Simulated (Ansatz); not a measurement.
**IrC (zincblende type): how the settings move a single-point run**

Question: which choices in the input matter for IrC (zincblende type)?

Program: Ansatz 0.2.0. Level of theory: reference: DFT, PBE, all-electron LAPW, scalar-relativistic. These are calculated values, not measurements.

1 further run of the same task is left out (it didn't finish).

### 1 Starting point

The structure is cubic, space group F-43m (No. 216). Conventional cell: a = 4.254 Å, b = 4.254 Å, c = 4.254 Å, α = 90.00°, β = 90.00°, γ = 90.00°. Ir (site symmetry -43m) has 4 C at 1.84 Å as nearest neighbours. C (site symmetry -43m) is surrounded by 4 Ir at 1.84 Å.

Coordinates:

```
Ir C
1.0
     0.00000    2.12690    2.12690
     2.12690    0.00000    2.12690
     2.12690    2.12690    0.00000
Ir C
1 1
Direct
  0.00000 0.00000 0.00000
  0.25000 0.25000 0.25000
```

### 2 The reference run

Input file input.yaml:

```yaml
crystal:
  lattice:
    - [0.0, 2.1268997284, 2.1268997284]
    - [2.1268997284, 0.0, 2.1268997284]
    - [2.1268997284, 2.1268997284, 0.0]
  atoms:
    - { symbol: Ir, position: [0.0, 0.0, 0.0] }
    - { symbol: C, position: [0.25, 0.25, 0.25] }
kpoints:
  mp_grid: { grid: [16, 16, 16] }
scf:
  occupations: { method: fermi_dirac, width: 0.08 }
hamiltonian:
  xc: pbe
  pseudopotentials: { kind: all_electron, lapw: { basis_error: 0.001 } }
output:
  forces: true
  stress: true
  eigenvalues: true
  populations: true
```

Run with:

```bash
$ ansatz run input.yaml --threads 1 --pin off --max-ram 2048MiB --backend cpu --events-out ev --progress --plain --runs-dir out
```

### 3 Changed: mp_grid.grid [13, 13, 13], occupations.method tetrahedron, xc rpbe, width left out

Changes to input.yaml since step 2:

```diff
@@ -9,7 +9,7 @@
 kpoints:
-  mp_grid: { grid: [16, 16, 16] }
+  mp_grid: { grid: [13, 13, 13] }
 scf:
-  occupations: { method: fermi_dirac, width: 0.08 }
+  occupations: { method: tetrahedron }
 hamiltonian:
-  xc: pbe
+  xc: rpbe
   pseudopotentials: { kind: all_electron, lapw: { basis_error: 0.001 } }
```

Before running it: what results should come out? Wanted: for each run, ending; energy change; pressure; gap; force.

As calculated:

```tsv
run	ending	energy change	pressure (GPa)	gap (eV)	force (eV/Å)	cycles	time
reference	converged	-	118.3	0.00	0.00	10	97 s
1: mp_grid.grid [13, 13, 13], occupations.method tetrahedron, xc rpbe, width left out	converged	not comparable	123.4	0.00	0.00	10	56 s
```

Residual by cycle in the longest SCF loop of each run; runs are numbered as in the table. The quantity is the density residual dr2, in eV.

```tsv
cycle	reference	run 1
1	4.15	4.07
2	0.652	0.656
3	0.284	0.28
4	0.0297	0.0295
5	0.00294	0.00306
6	5.5e-4	5.9e-4
7	2.6e-5	2.9e-5
8	3.0e-6	3.5e-6
9	1.5e-7	2.2e-7
10	1.7e-8	2.2e-8
```

After a change of functional the difference of the totals has no physical meaning; the pressure goes from 118.3 to 123.4 GPa. The k-point mesh and smearing changed too. Cost: 56 s against 97 s. The structure is not at rest: the sound run finds 118 GPa, so these are no properties of the relaxed crystal. The reference leaves spin out although Ir can carry a moment, so its state need not be the lowest.
